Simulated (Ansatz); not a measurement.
# C₂H₆I₃NZr: from a rough start to a minimum

Aim: relax C₂H₆I₃NZr from a cheap starting geometry, check the end point by its vibrations and derive ideal-gas thermochemistry, and look at its orbitals and charge.

Program: Ansatz 0.2.0, Gaussian basis. Level of theory: RKS PBE0-D4/def2-TZVP. These are calculated values, not measurements.

Plan: relaxation at PBE0-D4/def2-TZVP; harmonic vibrations at the same level; a single point in def2-TZVPP for the fields.

### Step 1. Starting geometry

SMILES `C[N](C)[Zr]([I])([I])[I]`, 13 atoms, charge 0, spin multiplicity 1.

Atoms are counted from 1 here; the program's logs count them from 0.

Bond lengths: C1–N2 1.455 Å, C1–H8 1.099 Å, C1–H9 1.110 Å, C1–H10 1.100 Å, N2–C3 1.456 Å, N2–Zr4 1.972 Å, C3–H11 1.109 Å, C3–H12 1.099 Å, C3–H13 1.101 Å, Zr4–I5 2.801 Å, Zr4–I6 2.800 Å, Zr4–I7 2.802 Å. Angles: N2–C1–H8 110.4°, N2–C1–H9 111.5°, N2–C1–H10 110.4°, H8–C1–H9 107.3°, H8–C1–H10 107.6°, H9–C1–H10 109.5°, C1–N2–C3 111.2°, C1–N2–Zr4 115.1°, C3–N2–Zr4 114.5°, N2–C3–H11 111.5°, N2–C3–H12 110.5°, N2–C3–H13 110.4°, H11–C3–H12 107.3°, H11–C3–H13 109.4°, H12–C3–H13 107.7°, N2–Zr4–I5 111.8°, N2–Zr4–I6 112.1°, N2–Zr4–I7 101.2° and more.

As a file:

```xyz
13
C2H6I3NZr
C     0.2372    0.0299    1.5304
N    -0.4077   -0.2968    0.2673
C     0.1693   -1.4957   -0.3235
Zr   -0.6130    1.2147   -0.9820
I    -2.0204    0.4740   -3.2874
I    -1.6043    3.5053    0.2881
I     2.0544    1.7067   -1.6846
H     0.1332   -0.8020    2.2406
H     1.3228    0.2169    1.3968
H    -0.2341    0.9145    1.9833
H     1.2650   -1.3948   -0.4591
H    -0.0015   -2.3650    0.3265
H    -0.3008   -1.7078   -1.2964
```

The start is a GFN2-xTB geometry. Zr, I take the def2 core potential; no spin-orbit term is included.

### Step 2. Optimising with PBE0-D4/def2-TZVP

Contents of in.yaml:

```yaml
crystal:
  periodic: [false, false, false]
  atoms:
    - {symbol: C, position_ang: [0.237160, 0.029880, 1.530380]}
    - {symbol: N, position_ang: [-0.407650, -0.296750, 0.267260]}
    - {symbol: C, position_ang: [0.169260, -1.495660, -0.323540]}
    - {symbol: Zr, position_ang: [-0.613020, 1.214750, -0.982040]}
    - {symbol: I, position_ang: [-2.020370, 0.474010, -3.287360]}
    - {symbol: I, position_ang: [-1.604290, 3.505270, 0.288060]}
    - {symbol: I, position_ang: [2.054380, 1.706650, -1.684600]}
    - {symbol: H, position_ang: [0.133210, -0.802010, 2.240610]}
    - {symbol: H, position_ang: [1.322830, 0.216940, 1.396840]}
    - {symbol: H, position_ang: [-0.234130, 0.914550, 1.983340]}
    - {symbol: H, position_ang: [1.264970, -1.394780, -0.459090]}
    - {symbol: H, position_ang: [-0.001510, -2.365040, 0.326530]}
    - {symbol: H, position_ang: [-0.300810, -1.707800, -1.296390]}
basis:
  gaussian: {orbitals: def2-TZVP}
hamiltonian: {xc: pbe0, dispersion: d4}
relax: {f_tol: 0.005, max_steps: 150}
```

Launch:

```
$ ansatz run in.yaml --threads 4 --pin off --events-out ev --progress --plain --max-ram 66560MiB --backend cuda --devices 0, --max-vram 37GiB
```

The runs that follow: Harmonic vibrations; Orbitals, density and potential.

Before running them: what should the planned runs give, taken together? Wanted: point group; shift from the start; total energy; dispersion term; dipole moment; lowest, highest wavenumber; zero-point energy; HOMO, LUMO.

The runs gave:

| quantity | value |
| --- | --- |
| point group | Cs |
| steps | 21 |
| shift from the start (rms) | 0.616 Å |
| total energy | -29250.6400 eV |
| dispersion term | -480 meV |
| dipole moment | 3.60 D |
| lowest, highest wavenumber | 40, 3141 cm⁻¹ |
| zero-point energy | 219.7 kJ/mol |
| entropy at 298.15 K | 516.0 J/(mol K) |
| HOMO, LUMO | -7.25, -2.41 eV |

The relaxed geometry lies 0.62 Å (rms) from the start; the bond that changed most is Zr4–I6, from 2.800 to 2.703 Å. No mode is imaginary: a true minimum at this level. The stiffest mode, 3141 cm⁻¹, is a C–H stretch, and 9 modes under 200 cm⁻¹ make the vibrational entropy uncertain. Harmonic hybrid wavenumbers usually lie a few per cent above measured fundamentals. The largest Mulliken charge, +0.99 e, sits on Zr4. The HOMO lies mostly on N2 34 %; I5, I7 about 24 % each and the LUMO on Zr4 69 %; I5, I6, I7 about 8 % each.
